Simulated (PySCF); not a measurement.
# AlBr⁺: basis, grid and Hamiltonian

The method stays; parts of the set-up, such as the basis or the Hamiltonian, are changed.

Computed with PySCF 2.14.0. Level: method and basis as typed in the scripts.

## (1) The starting structure

AlBr⁺: 2 atoms, charge 1, spin multiplicity 2.

Bond lengths: Al1–Br2 2.410 Å.

## (2) The run that the others are compared with

Input file input.py:

```python
from pyscf import gto, scf, mp

mol = gto.M(
    atom='Al 0 0 0; Br 0 0 2.41',
    basis='cc-pvdz',
    charge=1,
    spin=1,
    verbose=4,
)
mf = scf.UHF(mol)
mf.kernel()
mp.MP2(mf, frozen=14).kernel()
mf.dip_moment()
print('orbital energies (hartree):', [e[max(0, n-3):n+3].round(4) for e, n in zip(mf.mo_energy, mol.nelec)])
```

Run with:

```
$ python input.py
```

Its log is not repeated here.

Base result: E(SCF) = -2814.058453 Eh, 12 cycles, E(MP2) − E(SCF) = -0.14906 Eh, ⟨S²⟩ = 0.780.

The bond length is a typed value, not an optimised one. The dipole of an ion depends on the origin.

## (3) 6-31g*

Variant 1 changes basis set: cc-pvdz → 6-31g*.

Input file input.py:

```python
from pyscf import gto, scf, mp

mol = gto.M(
    atom='Al 0 0 0; Br 0 0 2.41',
    basis='6-31g*',
    charge=1,
    spin=1,
    verbose=4,
)
mf = scf.UHF(mol)
mf.kernel()
mp.MP2(mf, frozen=14).kernel()
mf.dip_moment()
print('orbital energies (hartree):', [e[max(0, n-3):n+3].round(4) for e, n in zip(mf.mo_energy, mol.nelec)])
```

Run with:

```
$ python input.py
```

## (4) Density fitting cc-pvdz-jkfit

Variant 2 changes density fitting: none → cc-pvdz-jkfit.

Changes to input.py since step 2:

```diff
@@ -10,2 +10,3 @@
 mf = scf.UHF(mol)
+mf = mf.density_fit(auxbasis='cc-pvdz-jkfit')
 mf.kernel()
```

## (5) Def2-svp

Variant 3 changes basis set: cc-pvdz → def2-svp.

Changes to input.py since step 2:

```diff
@@ -4,3 +4,3 @@
     atom='Al 0 0 0; Br 0 0 2.41',
-    basis='cc-pvdz',
+    basis='def2-svp',
     charge=1,
```

## (6) Density fitting def2-universal-jkfit

Variant 4 changes density fitting: none → def2-universal-jkfit.

Changes to input.py since step 2:

```diff
@@ -10,2 +10,3 @@
 mf = scf.UHF(mol)
+mf = mf.density_fit(auxbasis='def2-universal-jkfit')
 mf.kernel()
```

## (7) Cartesian functions on

Variant 5 changes Cartesian functions: off → on.

Changes to input.py since step 2:

```diff
@@ -7,2 +7,3 @@
     spin=1,
+    cart=True,
     verbose=4,
```

## (8) Density fitting auto

Variant 6 changes density fitting: none → auto.

Changes to input.py since step 2:

```diff
@@ -10,2 +10,3 @@
 mf = scf.UHF(mol)
+mf = mf.density_fit()
 mf.kernel()
```

Q: Predict the outcome of this session. Wanted: for each run, E(SCF); from base; gap, α spin; after the SCF.

**Answer**, as computed:

```csv
run,E(SCF) (hartree),from base (eV),cycles,"gap, α spin (eV)",functions,after the SCF
base,-2814.058453,0,12,11.53,45,"MP2 correlation -4.056 eV, core frozen"
6-31g*,-2813.757224,+8.1968,13,11.45,50,"MP2 correlation -7.386 eV, core frozen"
density fitting cc-pvdz-jkfit,-2813.384271,+18.3454,12,11.54,45,"MP2 correlation -4.085 eV, core frozen"
def2-svp,-2813.691567,+9.9835,13,11.42,50,"MP2 correlation -6.827 eV, core frozen"
density fitting def2-universal-jkfit,-2814.058408,+0.0012,12,11.53,45,"MP2 correlation -4.056 eV, core frozen"
Cartesian functions on,-2814.059086,-0.0172,12,11.53,48,"MP2 correlation -4.136 eV, core frozen"
density fitting auto,-2813.384271,+18.3454,12,11.54,45,"MP2 correlation -4.085 eV, core frozen"
```

Of the runs whose energies can be compared, “density fitting cc-pvdz-jkfit” moves the SCF energy most (+18.345 eV). 6-31g* (50 functions) gives an energy 8.20 eV higher than cc-pvdz (45); size alone doesn't order basis sets of different families. def2-svp (50 functions) gives an energy 9.98 eV higher than cc-pvdz (45); size alone doesn't order basis sets of different families.
